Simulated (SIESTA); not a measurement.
The system is CuSn3.

```
Sn Cu
1.0
    -2.23990    2.23990    4.87070
     2.23990   -2.23990    4.87070
     2.23990    2.23990   -4.87070
Sn Cu
3 1
Direct
  0.51647 0.50663 0.02347
  0.25575 0.74406 0.49761
  0.75240 0.24534 0.49534
  0.01581 0.99830 0.00891
```

The cell comes from a database or a generator and needn't be the stable form of this composition.

The cell isn't the ideal one: atoms moved at random, drawn with an rms of 0.05 Å.

Base run:

| Quantity | Value |
| --- | --- |
| Program | SIESTA 5.4.2 |
| Functional | PBEsol |
| Potentials or basis | PseudoDojo 0.4 standard (PBEsol files) |
| Basis | DZP (energy shift 0.003 Ry; two zetas on semicore shells) |
| Grid cutoff | 800 Ry |
| Energy shift | 0.003 Ry |
| k mesh | 8 × 8 × 8 |
| Occupations | fermi-dirac, width 0.05 eV |
| Spin | no spin polarisation |

Its results: band gap on the k mesh none (metal or under the smearing width); pressure -3.7 GPa; largest force 0.096 eV/Å.

Q: The run is repeated on the same cell with these changes: functional from PBEsol to PBE; potentials or basis from PseudoDojo 0.4 standard (PBEsol files) to PseudoDojo 0.4 standard (PBE files). What comes out?

A: Band gap on the k mesh none (metal or under the smearing width); pressure -0.6 GPa; largest force 0.106 eV/Å.

Caveats: short orbitals over semicore shells can move pressures by several GPa; the basis of atomic orbitals isn't converged, which shifts pressures, moduli and gaps.
